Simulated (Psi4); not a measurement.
# triplet InHCl2O at UMP3/def2-SVP (core potential)

Wanted: the energy of triplet InHCl2O. 

Program for the calculation: Psi4 1.11.

5 further runs of the same task are left out: 2 that didn't finish, 3 set aside as unsound or not needed. Runs told in other sessions of the task aren't counted.

### 1 The structure to begin with

The species is InHCl2O (5 atoms), meant as a triplet with charge 0. As SMILES of the parent species, `[OH][In]([Cl])[Cl]`. The shape is that of a PBE0-D4/def2-TZVP optimisation. That shape belongs to the parent species and isn't relaxed for this state.

Bond lengths: O1–In2 1.961 Å, In2–Cl3 2.307 Å, In2–Cl4 2.290 Å, O1–H5 0.962 Å. Angles: O1–In2–Cl3 119.6°, O1–In2–Cl4 119.8°, Cl3–In2–Cl4 120.6°, In2–O1–H5 111.7°.

### 2 A single-point energy at UMP3/def2-SVP (core potential)

job.in

```
memory 2.2 GB

molecule {
  0 3
  O     -0.347800     1.510200    -0.137200
  In    -0.087900    -0.432900    -0.100800
  Cl     1.722600    -1.320600     1.019900
  Cl    -1.580600    -1.801600    -1.170600
  H      0.343600     1.971200     0.347200
  symmetry c1
}

set {
  basis           def2-SVP
  reference       uhf
  puream          true
  e_convergence   1e-09
  d_convergence   1e-08
  scf_type        pk
  num_frozen_docc 15
  maxiter         100
  mp_type         conv
}

result, w = energy('mp3', return_wfn=True)
print_variables()
```

The run is started by

```
$ psi4 job.in job.out -n 1
```

job.out:

```text
[...]
    !!!  WARNING: ECP capability is in beta. Please check occupations closely.  !!!
[...]
  Running in c1 symmetry.
[...]
  Nuclear repulsion =  300.404504641019855
[...]
  Multiplicity = 3
[...]
  Nalpha       = 33
  Nbeta        = 31
[...]
    Number of basis functions: 81
[...]
   @UHF iter   1: -1183.01729788499438   -1.40940e+00   7.26754e-03 DIIS/ADIIS
[...]
   @UHF iter  26: -1183.20960045077913   -2.61480e-11   8.75314e-09 DIIS
[...]
   @S^2 Observed:                2.018938045E+00
[...]
    Orbital Energies [Eh]
    ---------------------
    Alpha Occupied:
       1A   -104.940936     2A   -104.736613     3A    -20.511367
       4A    -10.706781     5A    -10.500657     6A     -8.196878
       7A     -8.176235     8A     -8.171759     9A     -7.977857
      10A     -7.971974    11A     -7.971855    12A     -5.400208
      13A     -3.657871    14A     -3.656301    15A     -3.650154
      16A     -1.266331    17A     -1.260250    18A     -1.083167
      19A     -1.047721    20A     -1.046222    21A     -1.039304
      22A     -1.035622    23A     -1.000912    24A     -0.675206
      25A     -0.666854    26A     -0.615671    27A     -0.601495
      28A     -0.512325    29A     -0.487627    30A     -0.460541
      31A     -0.424964    32A     -0.423228    33A     -0.215023
[...]
  @UHF Final Energy: -1183.20960045077913
   => Energetics <=
    Nuclear Repulsion Energy =            300.4045046410198552
    One-Electron Energy =               -2308.5067358472224441
    Two-Electron Energy =                 824.8926307554233972
    Total Energy =                      -1183.2096004507791349
  UHF NO Occupations:
  HONO-2 :   31  A 1.9957903
  HONO-1 :   32  A 1.0000000
  HONO-0 :   33  A 1.0000000
  LUNO+0 :   34  A 0.0042097
  LUNO+1 :   35  A 0.0028158
[...]
 Multipole Moments:
 ------------------------------------------------------------------------------------
     Multipole            Electronic (a.u.)      Nuclear  (a.u.)        Total (a.u.)
 ------------------------------------------------------------------------------------
 L = 1.  Multiply by 2.5417464519 to convert [e a0] to [Debye]
 Dipole X            :         -0.4809375            2.6672025            2.1862650
 Dipole Y            :         10.9594278          -11.3653844           -0.4059566
 Dipole Z            :          0.4512359            0.9433069            1.3945427
 Magnitude           :                                                    2.6247486
[...]
	SCS-MP2 Total Energy (a.u.)        : -1183.70845398918004
	SOS-MP2 Total Energy (a.u.)        : -1183.69829129014329
[...]
	SOS-PI-MP2 Total Energy (a.u.)     : -1183.73588289317127
[...]
	MP2 Total Energy (a.u.)            : -1183.72877938725333
[...]
	SCS-MP3 Total Energy (a.u.)        : -1183.71494384127482
[...]
	MP3 Total Energy (a.u.)            : -1183.75473879563242
[...]
```

It took 7.5 s on 1 thread of Intel Xeon 6975P-C (Granite Rapids), shared host; peak memory 0.42 GiB.

### 3 Results

Level: UMP3/def2-SVP (core potential), 15 core orbitals frozen.

```
                                                  quantity           value
                                              total energy  -1183.75474 Eh
HOMO energy (Hartree–Fock orbitals) (highest over α and β)        -5.85 eV
 LUMO energy (Hartree–Fock orbitals) (lowest over α and β)        -3.48 eV
              correlation energy (15 core orbitals frozen)      -545.1 mEh
                         ⟨S²⟩ of the reference determinant           2.019
```
